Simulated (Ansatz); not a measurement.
Geometry optimisation, DFT PBE, scalar-relativistic, plane waves, PAW (Ansatz 0.2.0).

input.yaml

```yaml
crystal:
  lattice:
    - [6.98, 0.0, 0.0]
    - [0.0, 6.98, 0.0]
    - [0.0, 0.0, 6.98]
  atoms:
    - { symbol: Li, position: [0.0, 0.0, 0.0] }
    - { symbol: Li, position: [0.5, 0.0, 0.0] }
    - { symbol: Li, position: [0.0, 0.5, 0.0] }
    - { symbol: Li, position: [0.0, 0.0, 0.5] }
    - { symbol: Li, position: [0.25, 0.25, 0.25] }
    - { symbol: Li, position: [0.5, 0.5, 0.0] }
    - { symbol: Li, position: [0.5, 0.0, 0.5] }
    - { symbol: Li, position: [0.75, 0.25, 0.25] }
    - { symbol: Li, position: [0.0, 0.5, 0.5] }
    - { symbol: Li, position: [0.25, 0.75, 0.25] }
    - { symbol: Li, position: [0.25, 0.25, 0.75] }
    - { symbol: Li, position: [0.5, 0.5, 0.5] }
    - { symbol: Li, position: [0.75, 0.75, 0.25] }
    - { symbol: Li, position: [0.75, 0.25, 0.75] }
    - { symbol: Li, position: [0.25, 0.75, 0.75] }
    - { symbol: Li, position: [0.75, 0.75, 0.75] }
    - { symbol: B, position: [0.0108758, 0.7547104, 0.1252331] }
basis:
  ecutwfc: 420.0
kpoints:
  mp_grid: { grid: [4, 4, 4] }
hamiltonian:
  xc: pbe
scf:
  occupations: { method: gaussian, width: 0.05 }
  lower_state_search: "off"
relax:
  f_tol: 0.03
  max_steps: 60
  adjacent_minimum: "off"
output:
  write_density: true
  write_potential: true
  elf: true
  volumetric_format: npy
```

Run as:

```bash
$ ansatz run input.yaml --threads 2 --pin off --max-ram 5120MiB --backend cpu --events-out ev --progress --plain --runs-dir out
```

Q: Where does it end, and by what steps?

A: The run converged. The force dipped under the threshold on the way, but the program's further checks kept it going. Limits of this set-up: coarse k mesh, odd electron count without spin, a small cell, in which the defect meets its images, a typed lattice constant that wasn't relaxed here. After 9 steps the energy has fallen by 1.029 eV; Li16 moved furthest, 0.63 Å. Joined: Li1–Li3 (3.49 → 2.90 Å), Li1–Li4 (3.49 → 2.92 Å), Li3–Li9 (3.49 → 2.92 Å), Li4–Li9 (3.49 → 2.85 Å), Li4–B17 (3.13 → 2.53 Å), Li9–B17 (3.16 → 2.52 Å).

```
step  energy less start (eV)  largest force component (eV/Å)  accepted
   0                  0.0000                           1.336       yes
   1                 -0.5176                           0.660       yes
   2                 -0.8032                           0.156       yes
   3                 -0.9833                           0.116       yes
   4                 -1.0272                           0.038       yes
   5                 -1.0280                           0.004       yes
   6                 -1.0280                           0.004       yes
   7                 -1.0282                           0.002       yes
   8                 -1.0283                           0.002       yes
   9                 -1.0294                           0.018       yes
```

```xyz
17
Lattice="6.9800 0.0000 0.0000 0.0000 6.9800 0.0000 0.0000 0.0000 6.9800" Properties=species:S:1:pos:R:3
Li -0.059 0.297 0.106
Li 3.576 0.179 -0.134
Li 0.068 3.197 0.103
Li -0.053 -0.322 2.960
Li 1.929 1.678 1.877
Li 3.430 3.318 -0.138
Li 3.565 -0.188 3.757
Li 5.067 1.823 1.885
Li 0.056 3.810 2.953
Li 2.044 5.301 1.637
Li 1.560 1.673 4.969
Li 3.420 3.684 3.758
Li 4.944 5.174 1.644
Li 5.433 1.819 4.966
Li 1.423 5.289 5.761
Li 5.552 5.181 5.778
B 0.001 5.235 0.872
```

Whether the end is a true minimum wasn't checked by a vibrational analysis.

Run time: 2.4 min on 2 threads of Intel(R) Xeon(R) Platinum 8259CL CPU @ 2.50GHz (Skylake/Cascade Lake), on a shared host, peak memory 0.85 GiB.
